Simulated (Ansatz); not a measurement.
Run this with Ansatz's Python interface and show what comes out.

Script `alni.py`:
```python
'''Forces and pressure of AlNi against finite differences of the energy, distorted.'''

import ansatz
import numpy as np

vectors0 = np.array([
    [2.86918, -0.05784, 0.00156],
    [-0.05784, 2.98767, -0.05042],
    [0.00156, -0.05042, 2.87392],
])
sites = [
    ('Al', [0.99775, 0.01111, 0.99341], 0.0),
    ('Ni', [0.49829, 0.49371, 0.5033], 1.0),
]


def crystal_on(cell):
    crystal = ansatz.Crystal(lattice=ansatz.Lattice.of(cell))
    for symbol, position, moment in sites:
        crystal = crystal.atom(symbol, position, moment=moment or None)
    return crystal


def main() -> None:
    def solve(crystal):
        return (
            crystal.calculation()
            .functional('LDA')
            .occupations('fermi_dirac', width=0.1)
            .spin('collinear')
            .basis(540, xc_grid=2)
            .kpoints(7, 7, 7)
            .scf(tolerance=1e-09)
            .forces()
            .stress()
            .run(threads=1)
        ).report


    centre = solve(crystal_on(vectors0))
    start = crystal_on(vectors0)
    # central difference: F = -(E(+h) - E(-h)) / 2h
    print(f'force on atom 1 along x: analytic {centre["forces_ev_ang"][1][0]:.4f} eV/A')
    for h in (0.005, 0.02):
        shift = np.eye(3)[0] * h @ np.linalg.inv(vectors0)
        plus, minus = (solve(start.move(1, to=np.array(sites[1][1]) + sign * shift))['lagrangian_ev'] for sign in (1, -1))
        print(f'  step {h} A: numerical {-(plus - minus) / (2 * h):.4f} eV/A')
    # P = -dF/dV; the difference feels the change of the plane-wave count with the cell
    volume = abs(np.linalg.det(vectors0))
    larger, smaller = (solve(crystal_on(vectors0 * (1 + sign * 0.005) ** (1 / 3)))['lagrangian_ev'] for sign in (1, -1))
    numerical = -(larger - smaller) / (0.01 * volume) * 160.21766
    print(f'pressure: analytic {np.trace(centre["stress_gpa"]) / 3:.3f}, numerical {numerical:.3f} GPa')


if __name__ == '__main__':
    main()
```

`python alni.py` gives:
```text
DeckWarning: output.stress: scf.convergence.dr2_threshold = 1e-9 eV is looser than the 2e-10 eV advised for a printed stress (1e-10 eV for each atom of the cell: 2). What an SCF threshold leaves in a [...]
RunWarning: the starting moments were not kept: the SCF closed with an absolute magnetisation of 1.6e-6 μB, where they sum to 1 μB in size (1 site). That is at most 0.1 of that sum. Measured as dr2_m [...]
force on atom 1 along x: analytic 0.0360 eV/A
  step 0.005 A: numerical 0.0360 eV/A
  step 0.02 A: numerical 0.0360 eV/A
pressure: analytic -11.872, numerical -11.868 GPa
```
(Warnings from the package without file and line, shortened, repeats left out.)

Notes:
- Total energies depend on the potentials; only differences at equal settings carry meaning. A total without «per atom» is that of the cell as typed.
- The SCF didn't keep the moments it started from (some shrank, vanished or turned); what is printed is the state reached.
- The mesh is modest for a metal, so energies can be off by several to tens of meV an atom and pressures by half a GPa or more; differences at equal mesh fare better.
- Pressure is positive in compression.
- The cell is a database structure, distorted on purpose.
- The central difference errs as the square of the step, so the shorter step is the fairer test; what remains comes from the finite grid and the SCF threshold.
- By the engine's processor time: 110 s on 1 thread of Intel(R) Xeon(R) Processor @ 2.30GHz, on a shared host, peak memory 0.65 GiB.
